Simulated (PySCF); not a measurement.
**BH8OPSi2: a tour of settings**

Aim: see how BH8OPSi2 (`[SiH3]OBP[SiH3]`) answers to the choice of functional, basis, grid and SCF options.

Programs: PySCF 2.14.0, with density-fitted response routines of our own. Each step states its level of theory. These are calculated values for one molecule in the gas phase, unless marked as measured. Atoms count from 0, in the outputs and in this text.

**1. The starting structure**

13 atoms, charge 0, multiplicity 1; geometry from: GFN2-xTB.

Bonds of the start (Å): Si0–O1 1.62, O1–B2 1.31, B2–P3 1.89, P3–Si4 2.22, Si0–H5 1.47, Si0–H6 1.46, Si0–H7 1.46, B2–H8 1.18, P3–H9 1.38, Si4–H10 1.46, Si4–H11 1.46, Si4–H12 1.47.

**2. Shielding tensors: PBE0/pcSseg-1**

Job settings and geometry (Å):

```
{"job": {"kind": "nmr", "xc": "PBE0", "basis": "pcSseg-1"}, "charge": 0, "multiplicity": 1}
Si     2.356267     0.862140     0.710270
O      1.477301     0.184166    -0.464786
B      0.512837    -0.555099    -0.957628
P     -0.718002    -1.510502     0.112631
Si    -2.533123    -0.308333    -0.334242
H      1.834694     0.552283     2.045932
H      2.240066     2.290249     0.424917
H      3.688658     0.299766     0.514986
H      0.411953    -0.659267    -2.129057
H     -0.429002    -0.926940     1.330784
H     -3.039048    -0.767729    -1.627320
H     -3.475590    -0.606935     0.743682
H     -2.331400     1.146686    -0.387896
```

Level: GIAO PBE0/pcSseg-1 NMR shielding, non-relativistic, gas phase.

Launch:

```
> OMP_NUM_THREADS=1 python probes_run.py task.json out
```

This one command runs all jobs of the session in turn.

Output:

```text
coarse grid: 12008 points
cycle   1  E = -1024.6213617540  dE =  3.199e-01  |g| = 6.683e-01  |ddm| = 3.173e+00
cycle   2  E = -1024.4676107463  dE =  1.538e-01  |g| = 1.118e+00  |ddm| = 1.457e+00
cycle   3  E = -1024.7003538208  dE = -2.327e-01  |g| = 7.857e-02  |ddm| = 1.044e+00
cycle   4  E = -1024.7015994115  dE = -1.246e-03  |g| = 3.106e-02  |ddm| = 1.271e-01
cycle   5  E = -1024.7018685441  dE = -2.691e-04  |g| = 4.291e-03  |ddm| = 4.724e-02
cycle   6  E = -1024.7018728437  dE = -4.300e-06  |g| = 1.137e-03  |ddm| = 7.654e-03
final grid: 101176 points
cycle   7  E = -1024.7393741862  dE = -2.118e-05  |g| = 7.260e-03  |ddm| = 2.052e-02
cycle   8  E = -1024.7393638349  dE =  1.035e-05  |g| = 1.071e-02  |ddm| = 1.122e-02
cycle   9  E = -1024.7393837986  dE = -1.996e-05  |g| = 8.883e-04  |ddm| = 7.058e-03
cycle  10  E = -1024.7393839950  dE = -1.963e-07  |g| = 1.971e-04  |ddm| = 1.293e-03
cycle  11  E = -1024.7393840060  dE = -1.105e-08  |g| = 4.118e-05  |ddm| = 3.027e-04
cycle  12  E = -1024.7393840065  dE = -4.729e-10  |g| = 1.042e-05  |ddm| = 6.419e-05
converged SCF energy = -1024.7393840065

GIAO shielding tensors (ppm)
atom      isotropic    diamagn.    paramagn.     s11        s22        s33       span
  0 Si     394.650     879.763    -485.113    361.672    365.678    456.601     94.929
  1 O      151.991     395.916    -243.925    -57.871    127.878    385.965    443.837
  2 B       46.354     196.896    -150.542    -19.550     55.402    103.209    122.758
  3 P      581.060     971.388    -390.328    476.388    560.164    706.627    230.239
  4 Si     437.995     880.413    -442.418    404.713    439.983    469.289     64.576
  5 H       26.293      30.169      -3.875     22.838     26.288     29.754      6.916
  6 H       26.485      29.277      -2.792     23.256     25.049     31.150      7.894
  7 H       26.516      28.313      -1.797     23.224     24.910     31.413      8.189
  8 H       25.500      30.490      -4.990     22.488     24.113     29.899      7.411
  9 H       30.340      34.551      -4.211     25.255     28.315     37.451     12.196
 10 H       27.534      29.123      -1.589     24.054     25.383     33.166      9.112
 11 H       27.582      29.044      -1.462     24.262     25.237     33.247      8.986
 12 H       27.622      29.746      -2.124     23.419     26.337     33.109      9.690
```

It took 52 s on 1 thread, shared host.

Shifts follow as δ = σ(reference) − σ, with reference shieldings (ppm) from runs at the same level and on the same kind of geometry: 1H TMS 31.72, 29Si TMS 349.2, 17O H2O 336.1, 31P H3PO4 318.4, 11B BF3·OEt2 100.1. The references are single molecules in the gas phase, so shifts against H2O, NH3, PH3, H3PO4 or CFCl3 are not on the usual liquid scales and can be off by tens of ppm. Atoms listed in one row are averaged.

| atoms | environment | σ (ppm) | δ (ppm) |
| --- | --- | --- | --- |
| H8 | hydrogen on a boron bonded to O, P | 25.50 | 6.22 |
| H5, H6, H7 | hydrogen on a silicon bonded to O | 26.43 | 5.29 |
| H10, H11, H12 | hydrogen on a silicon bonded to P | 27.58 | 4.14 |
| H9 | hydrogen on a phosphorus bonded to B, Si | 30.34 | 1.38 |
| Si0 | silicon bonded to O, 3 H | 394.7 | -45.5 |
| Si4 | silicon bonded to P, 3 H | 438.0 | -88.8 |
| O1 | oxygen bonded to B, Si | 152.0 | 184.1 |
| B2 | boron bonded to O, P, H | 46.4 | 53.7 |
| P3 | phosphorus bonded to B, Si, H | 581.1 | -262.7 |

Charges from the same density, by scheme (e):

| atoms | Mulliken | IAO | Hirshfeld | ESP fit |
| --- | --- | --- | --- | --- |
| Si0 | 0.70 | 0.89 | 0.41 | 0.66 |
| O1 | -0.54 | -0.60 | -0.23 | -0.54 |
| B2 | 0.25 | 0.08 | 0.14 | 0.65 |
| P3 | -0.31 | -0.07 | -0.06 | -0.49 |
| Si4 | 0.32 | 0.44 | 0.26 | 0.32 |

Mayer bond orders: Si0–O1 0.89, O1–B2 1.21, B2–P3 1.04, P3–Si4 0.96.

Orbitals, density, ELF and potential are computed afterwards from the orbital file.

Frontier orbitals at PBE0/pcSseg-1, with the share of their density that lies nearest to each atom:

| orbital | energy (eV) | lies on |
| --- | --- | --- |
| HOMO | -7.15 | P3 57 %; B2 11 %; O1 10 % |
| LUMO | -0.78 | B2 42 %; H8 13 %; O1 11 % |

ELF in a plane through or near 6 of the atoms.

Values, 10 rows by 14 columns:
```
0.00 0.00 0.00 0.00 0.00 0.00 0.00 0.00 0.00 0.00 0.00 0.00 0.00 0.00
0.00 0.00 0.00 0.00 0.00 0.00 0.00 0.00 0.00 0.00 0.00 0.00 0.00 0.00
0.00 0.00 0.00 0.05 0.88 0.71 0.00 0.00 0.00 0.02 0.55 0.37 0.00 0.00
0.00 0.00 0.00 0.32 1.00 0.99 0.01 0.15 0.03 0.32 1.00 1.00 0.29 0.00
0.00 0.00 0.31 0.34 0.36 0.35 0.02 0.15 0.44 0.08 0.29 0.81 0.08 0.00
0.00 0.05 0.98 0.99 0.12 0.84 0.66 0.54 0.60 0.14 0.32 0.85 0.11 0.00
0.00 0.00 0.77 0.73 0.18 0.87 0.47 0.37 0.09 0.17 0.99 1.00 0.42 0.00
0.00 0.00 0.00 0.00 0.01 0.06 0.78 1.00 0.70 0.00 0.34 0.42 0.00 0.00
0.00 0.00 0.00 0.00 0.00 0.00 0.54 0.93 0.23 0.00 0.00 0.00 0.00 0.00
0.00 0.00 0.00 0.00 0.00 0.00 0.00 0.00 0.00 0.00 0.00 0.00 0.00 0.00
```
The map spans 12.6 Å across and 9.7 Å up, centred on the molecule. Atoms in the plane (x, y in Å): Si0 (-2.6, 0.3), O1 (-1.4, -0.8), Si4 (2.6, 0.2), H8 (0.2, -2.3), H10 (3.4, -1.0), H11 (3.3, 1.4).

log10 of the density (e/Å³) in the same plane.

Ten even steps from ' ' (-4.0) to '@' (1.8):
```
                                                        
                                                        
                ......                                  
            ..::::::::..            ............        
          ..::--------::..........::::------::::..      
        ..::--==++++==--::::::::::::--========--::..    
      ..::--==++****++==----------====++****++==::..    
      ::----==******++==----======++++******++==--..    
    ..--====++**##**++++======++++++**##****++==--..    
  ..::--==++**%%@@##**++++==++++++**##@@##++++==--..    
  ..::--++**********####**++++++++****##****++==--..    
  ..::--==++**++**##%%%%##****++++++++******++==--..    
    ..::--======++**####**##**++======++****++==--..    
    ..::::------==++++++********==----====++==--::..    
        ......::::----==++**##**==--::::------::..      
                ..::::--==++++++==::::::::::....        
                    ..::----==--::::..                  
                      ..::::::::....                    
                          ......                        
                                                        
```
The map spans 12.6 Å across and 9.7 Å up, centred on the molecule. Atoms in the plane (x, y in Å): Si0 (-2.6, 0.3), O1 (-1.4, -0.8), Si4 (2.6, 0.2), H8 (0.2, -2.3), H10 (3.4, -1.0), H11 (3.3, 1.4).

On the surface of density 0.002 e/bohr³ the electrostatic potential runs, from the 1st to the 99th percentile, from -0.97 V near P3 to 1.71 V near Si0.

**3. TDDFT and polarisability: PBE0/def2-SVPD**

Settings changed since step 2:

```diff
@@ -1,2 +1,2 @@
-{"job": {"kind": "nmr", "xc": "PBE0", "basis": "pcSseg-1"}, "charge": 0, "multiplicity": 1}
+{"job": {"kind": "uv", "xc": "PBE0", "basis": "def2-SVPD", "nstates": 6, "ntriplets": 2}, "charge": 0, "multiplicity": 1}
 Si     2.356267     0.862140     0.710270
```

With the program's defaults for keys left out, this is: TDDFT PBE0/def2-SVPD, vertical, gas phase, core orbitals frozen in the response.

Output:

```text
coarse grid: 12008 points
cycle   1  E = -1024.2246838394  dE =  2.960e-01  |g| = 6.295e-01  |ddm| = 4.502e+00
cycle   2  E = -1024.0719481662  dE =  1.527e-01  |g| = 1.080e+00  |ddm| = 2.151e+00
cycle   3  E = -1024.3007097249  dE = -2.288e-01  |g| = 6.617e-02  |ddm| = 1.291e+00
cycle   4  E = -1024.3016379837  dE = -9.283e-04  |g| = 2.905e-02  |ddm| = 1.972e-01
cycle   5  E = -1024.3019261780  dE = -2.882e-04  |g| = 3.834e-03  |ddm| = 7.636e-02
cycle   6  E = -1024.3019316852  dE = -5.507e-06  |g| = 9.985e-04  |ddm| = 1.023e-02
final grid: 101176 points
cycle   7  E = -1024.4303234933  dE = -1.981e-05  |g| = 6.500e-03  |ddm| = 8.050e-02
cycle   8  E = -1024.4303144798  dE =  9.013e-06  |g| = 9.651e-03  |ddm| = 1.763e-02
cycle   9  E = -1024.4303321563  dE = -1.768e-05  |g| = 7.838e-04  |ddm| = 1.058e-02
cycle  10  E = -1024.4303323320  dE = -1.757e-07  |g| = 1.808e-04  |ddm| = 1.791e-03
cycle  11  E = -1024.4303323421  dE = -1.013e-08  |g| = 4.647e-05  |ddm| = 3.669e-04
cycle  12  E = -1024.4303323428  dE = -6.853e-10  |g| = 1.305e-05  |ddm| = 1.181e-04
converged SCF energy = -1024.4303323428

Static polarisability (au): isotropic 99.032, principal 87.462 90.589 119.046

Singlet excitations
state   eV       nm        f      main configurations
  1   4.9321    251.4   0.01885   H->L 0.91
  2   5.8764    211.0   0.04859   H-1->L 0.53, H->L+1 0.36
  3   5.9037    210.0   0.04405   H->L+1 0.58, H-1->L 0.34
  4   6.3223    196.1   0.01608   H->L+2 0.85
  5   6.5310    189.8   0.04232   H->L+3 0.76
  6   6.8219    181.7   0.00655   H-1->L+1 0.64, H->L+5 0.20

Triplet excitations (Tamm-Dancoff, eV): 4.3237 5.2613
```

Wall time 56 s (1 thread, shared host).

The orbitals next to the gap, with their largest atomic shares:

| orbital | eV | atoms |
| --- | --- | --- |
| HOMO−3 | -9.72 | Si0 27 %, O1 19 %, H7 18 % |
| HOMO−2 | -9.24 | P3 25 %, Si4 23 %, H10 12 % |
| HOMO−1 | -8.11 | P3 31 %, O1 18 %, B2 16 % |
| HOMO | -7.13 | P3 54 %, B2 13 %, O1 11 % |
| LUMO | -0.85 | B2 36 %, P3 17 %, O1 16 % |
| LUMO+1 | -0.18 | Si0 32 %, B2 15 %, H6 9 % |
| LUMO+2 | 0.34 | Si4 30 %, P3 24 %, H12 11 % |

With each of the 6 states as a Gaussian band of 0.4 eV half-width at 1/e, the curve within the window shown has maxima at 250 nm (ε 780), 208 nm (ε 4,100) L/(mol cm). Beyond the last state computed it falls off for lack of states. The curve at chosen wavelengths:

nm, ε (L/mol/cm) and a bar:
```
      174        357 ##
      178        825 ######
      183       1667 ############
      187       2317 #################
      192       2861 #####################
      196       3175 #######################
      201       3648 ###########################
      205       4021 #############################
      210       4106 ##############################
      214       3704 ###########################
      219       2776 ####################
      223       1974 ##############
      228       1201 ########
      232        848 ######
      237        688 #####
      241        694 #####
      246        752 #####
      250        777 #####
      255        744 #####
      259        669 ####
      264        537 ###
      268        423 ###
      273        292 ##
      277        206 #
      282        126 
      286         81
```

Leading natural transition orbitals of singlet state 2: the hole lies on P3 48 %; H8, H9 about 9 % each; O1 9 %; the particle on B2 38 %; H8 12 %; O1 10 %.

Leading natural transition orbitals of singlet state 1: the hole lies on P3 45 %; O1 15 %; B2 14 %; the particle on B2 43 %; H8 14 %; O1 10 %.

Further results of this job:

| property | computed |
| --- | --- |
| dipole moment (D) | 1.62 |
| polarisability (Å³) | 14.68 |
| HOMO–LUMO gap (eV) | 6.28 |
| −ε(HOMO) (eV) | 7.13 |

**4. Shielding tensors: PBE0/pcSseg-1**

Settings changed since step 3:

```diff
@@ -1,2 +1,2 @@
-{"job": {"kind": "uv", "xc": "PBE0", "basis": "def2-SVPD", "nstates": 6, "ntriplets": 2}, "charge": 0, "multiplicity": 1}
+{"job": {"kind": "nmr", "xc": "PBE0", "basis": "pcSseg-1", "pop": true, "scf": {"level_shift": 0.2}}, "charge": 0, "multiplicity": 1}
 Si     2.356267     0.862140     0.710270
```

Level: GIAO PBE0/pcSseg-1 NMR shielding, non-relativistic, gas phase.

Output:

```text
final grid: 101176 points
cycle   1  E = -1024.6402279229  dE =  3.392e-01  |g| = 6.950e-01  |ddm| = 3.124e+00
cycle   2  E = -1024.6413316132  dE = -1.104e-03  |g| = 7.702e-01  |ddm| = 9.426e-01
cycle   3  E = -1024.7358870925  dE = -9.456e-02  |g| = 1.197e-01  |ddm| = 3.429e-01
cycle   4  E = -1024.7392578501  dE = -3.371e-03  |g| = 1.992e-02  |ddm| = 1.286e-01
cycle   5  E = -1024.7393706528  dE = -1.128e-04  |g| = 6.538e-03  |ddm| = 3.441e-02
cycle   6  E = -1024.7393817991  dE = -1.115e-05  |g| = 2.717e-03  |ddm| = 1.041e-02
cycle   7  E = -1024.7393837983  dE = -1.999e-06  |g| = 4.452e-04  |ddm| = 3.768e-03
cycle   8  E = -1024.7393839698  dE = -1.716e-07  |g| = 1.535e-04  |ddm| = 1.494e-03
cycle   9  E = -1024.7393839993  dE = -2.942e-08  |g| = 6.454e-05  |ddm| = 6.351e-04
cycle  10  E = -1024.7393840050  dE = -5.746e-09  |g| = 2.848e-05  |ddm| = 2.770e-04
cycle  11  E = -1024.7393840062  dE = -1.184e-09  |g| = 1.238e-05  |ddm| = 1.233e-04
cycle  12  E = -1024.7393840064  dE = -2.547e-10  |g| = 6.335e-06  |ddm| = 5.628e-05
level shift removed, Fock matrix diagonalised once more
converged SCF energy = -1024.7393840064

GIAO shielding tensors (ppm)
atom      isotropic    diamagn.    paramagn.     s11        s22        s33       span
  0 Si     394.650     879.763    -485.113    361.672    365.678    456.601     94.929
  1 O      151.987     395.916    -243.929    -57.869    127.873    385.958    443.827
  2 B       46.353     196.896    -150.543    -19.550     55.402    103.208    122.758
  3 P      581.057     971.388    -390.331    476.386    560.162    706.624    230.238
  4 Si     437.995     880.413    -442.418    404.714    439.983    469.289     64.575
  5 H       26.293      30.169      -3.875     22.838     26.288     29.754      6.916
  6 H       26.485      29.277      -2.791     23.256     25.049     31.150      7.894
  7 H       26.516      28.313      -1.797     23.224     24.910     31.413      8.189
  8 H       25.500      30.490      -4.990     22.488     24.113     29.899      7.411
  9 H       30.340      34.551      -4.211     25.255     28.315     37.451     12.196
 10 H       27.534      29.123      -1.589     24.054     25.383     33.166      9.112
 11 H       27.582      29.044      -1.462     24.262     25.237     33.247      8.986
 12 H       27.622      29.746      -2.124     23.419     26.337     33.109      9.690
```

Wall time 39 s (1 thread, shared host).

This run: δ Si0 -45.5, Si4 -88.8, O1 184.1, B2 53.7, H8 6.22, H5 5.29 ppm (means over like atoms).

**5. Shielding tensors: B97-D/IGLO-II**

Settings changed since step 4:

```diff
@@ -1,2 +1,2 @@
-{"job": {"kind": "nmr", "xc": "PBE0", "basis": "pcSseg-1", "pop": true, "scf": {"level_shift": 0.2}}, "charge": 0, "multiplicity": 1}
+{"job": {"kind": "nmr", "xc": "B97-D", "basis": "IGLO-II", "pop": true, "grid": 1}, "charge": 0, "multiplicity": 1}
 Si     2.356267     0.862140     0.710270
```

Method: GIAO B97-D/IGLO-II NMR shielding, non-relativistic, gas phase.

Output:

```text
final grid: 49376 points
cycle   1  E = -1025.0628189633  dE =  2.619e-01  |g| = 8.703e-01  |ddm| = 2.829e+00
cycle   2  E = -1024.3798623124  dE =  6.830e-01  |g| = 1.994e+00  |ddm| = 2.114e+00
cycle   3  E = -1025.1843079463  dE = -8.044e-01  |g| = 1.934e-01  |ddm| = 1.803e+00
cycle   4  E = -1025.1918273823  dE = -7.519e-03  |g| = 9.831e-02  |ddm| = 2.843e-01
cycle   5  E = -1025.1944200299  dE = -2.593e-03  |g| = 2.003e-02  |ddm| = 1.263e-01
cycle   6  E = -1025.1945215464  dE = -1.015e-04  |g| = 6.503e-03  |ddm| = 2.857e-02
cycle   7  E = -1025.1945340995  dE = -1.255e-05  |g| = 1.700e-03  |ddm| = 8.578e-03
cycle   8  E = -1025.1945348295  dE = -7.300e-07  |g| = 5.594e-04  |ddm| = 2.122e-03
cycle   9  E = -1025.1945349245  dE = -9.503e-08  |g| = 1.242e-04  |ddm| = 7.963e-04
cycle  10  E = -1025.1945349297  dE = -5.176e-09  |g| = 4.936e-05  |ddm| = 2.266e-04
cycle  11  E = -1025.1945349304  dE = -7.408e-10  |g| = 1.872e-05  |ddm| = 6.898e-05
converged SCF energy = -1025.1945349304

GIAO shielding tensors (ppm)
atom      isotropic    diamagn.    paramagn.     s11        s22        s33       span
  0 Si     399.566     882.497    -482.930    369.390    373.114    456.194     86.804
  1 O      151.793     392.821    -241.028    -41.082    129.413    367.047    408.129
  2 B       50.781     196.101    -145.321    -10.422     61.797    100.967    111.388
  3 P      563.935     972.133    -408.198    467.533    542.942    681.329    213.796
  4 Si     433.162     881.179    -448.017    400.219    433.647    465.620     65.401
  5 H       26.406      31.222      -4.816     23.153     26.280     29.784      6.632
  6 H       26.671      30.256      -3.585     23.634     25.282     31.097      7.462
  7 H       26.724      29.232      -2.508     23.663     25.195     31.314      7.651
  8 H       25.890      31.107      -5.218     22.799     24.712     30.158      7.359
  9 H       30.771      35.319      -4.548     26.115     29.060     37.137     11.023
 10 H       27.767      29.773      -2.006     24.640     25.847     32.814      8.174
 11 H       27.759      29.646      -1.887     24.750     25.618     32.910      8.160
 12 H       27.729      30.861      -3.132     23.846     26.483     32.857      9.011
```

It took 46 s on 1 thread, shared host.

Key values: σ Si0 399.6, Si4 433.2, O1 151.8, B2 50.8, H8 25.89, H5 26.60 ppm (means over like atoms).

**6. Nuclear shieldings: PBE0/pcSseg-1**

Settings changed since step 5:

```diff
@@ -1,2 +1,2 @@
-{"job": {"kind": "nmr", "xc": "B97-D", "basis": "IGLO-II", "pop": true, "grid": 1}, "charge": 0, "multiplicity": 1}
+{"job": {"kind": "nmr", "xc": "PBE0", "basis": "pcSseg-1", "pop": true, "scf": {"aux": "def2-qzvpp-jkfit"}}, "charge": 0, "multiplicity": 1}
 Si     2.356267     0.862140     0.710270
```

Method: GIAO PBE0/pcSseg-1 NMR shielding, non-relativistic, gas phase.

Output:

```text
final grid: 101176 points
cycle   1  E = -1024.6575422517  dE =  3.220e-01  |g| = 6.754e-01  |ddm| = 3.171e+00
cycle   2  E = -1024.5002460981  dE =  1.573e-01  |g| = 1.129e+00  |ddm| = 1.468e+00
cycle   3  E = -1024.7378458296  dE = -2.376e-01  |g| = 7.982e-02  |ddm| = 1.056e+00
cycle   4  E = -1024.7391422065  dE = -1.296e-03  |g| = 3.133e-02  |ddm| = 1.298e-01
cycle   5  E = -1024.7394165830  dE = -2.744e-04  |g| = 4.336e-03  |ddm| = 4.794e-02
cycle   6  E = -1024.7394209440  dE = -4.361e-06  |g| = 1.131e-03  |ddm| = 7.694e-03
cycle   7  E = -1024.7394213363  dE = -3.924e-07  |g| = 2.272e-04  |ddm| = 1.875e-03
cycle   8  E = -1024.7394213511  dE = -1.480e-08  |g| = 6.951e-05  |ddm| = 4.261e-04
cycle   9  E = -1024.7394213526  dE = -1.474e-09  |g| = 1.467e-05  |ddm| = 1.101e-04
cycle  10  E = -1024.7394213527  dE = -4.820e-11  |g| = 4.700e-06  |ddm| = 2.268e-05
converged SCF energy = -1024.7394213527

GIAO shielding tensors (ppm)
atom      isotropic    diamagn.    paramagn.     s11        s22        s33       span
  0 Si     394.650     879.763    -485.113    361.672    365.678    456.600     94.928
  1 O      151.987     395.916    -243.930    -57.870    127.872    385.958    443.829
  2 B       46.353     196.896    -150.543    -19.550     55.402    103.208    122.758
  3 P      581.055     971.388    -390.333    476.382    560.162    706.620    230.238
  4 Si     437.994     880.413    -442.420    404.712    439.982    469.287     64.576
  5 H       26.293      30.169      -3.875     22.838     26.288     29.754      6.916
  6 H       26.485      29.277      -2.791     23.257     25.049     31.150      7.894
  7 H       26.516      28.313      -1.797     23.224     24.910     31.413      8.189
  8 H       25.500      30.490      -4.990     22.488     24.113     29.899      7.411
  9 H       30.340      34.551      -4.211     25.255     28.315     37.451     12.196
 10 H       27.534      29.123      -1.589     24.054     25.383     33.166      9.112
 11 H       27.582      29.044      -1.462     24.262     25.237     33.247      8.986
 12 H       27.622      29.746      -2.124     23.419     26.337     33.109      9.690
```

It took 35 s on 1 thread, shared host.

In short: δ Si0 -45.5, Si4 -88.8, O1 184.1, B2 53.7, H8 6.22, H5 5.29 ppm (means over like atoms).

**7. Outcome**

| quantity | value |
| --- | --- |
| 1H shifts against TMS (PBE0/pcSseg-1, means over atoms taken as alike) | 6.22, 5.29, 4.14, 1.38 ppm |
| 29Si shifts against TMS (PBE0/pcSseg-1) | -45.5, -88.8 ppm |
| 17O shifts against H2O (PBE0/pcSseg-1) | 184.1 ppm |
| 11B shifts against BF3·OEt2 (PBE0/pcSseg-1) | 53.7 ppm |
| 31P shifts against H3PO4 (PBE0/pcSseg-1) | -262.7 ppm |
| surface potential, 1st and 99th percentile | -0.97 V and 1.71 V |
| lowest singlet (PBE0/def2-SVPD) | 4.93 eV (251 nm), f = 0.019 |
| brightest single state of those computed | state 2, 5.88 eV, f = 0.049 |
| lowest triplet | 4.32 eV |

In words: Single values in the summary come from the first run of each kind that ended normally (PBE0/pcSseg-1; PBE0/def2-SVPD), which need not be the best level. At PBE0/pcSseg-1: The largest span, 444 ppm, is at O1, where the paramagnetic term is -244 ppm. By nearest atom (PBE0/pcSseg-1), the HOMO sits on P3 57 %; B2 11 % and the LUMO on B2 42 %; H8 13 %. The lowest singlet, at 4.93 eV, is HOMO→LUMO 0.91 and is weak; of the 6 states computed, the strongest absorption comes from states 2 to 3 together at 5.88 eV. The lowest triplet lies 0.61 eV below the lowest singlet (triplets in Tamm-Dancoff, singlets in full TDDFT).
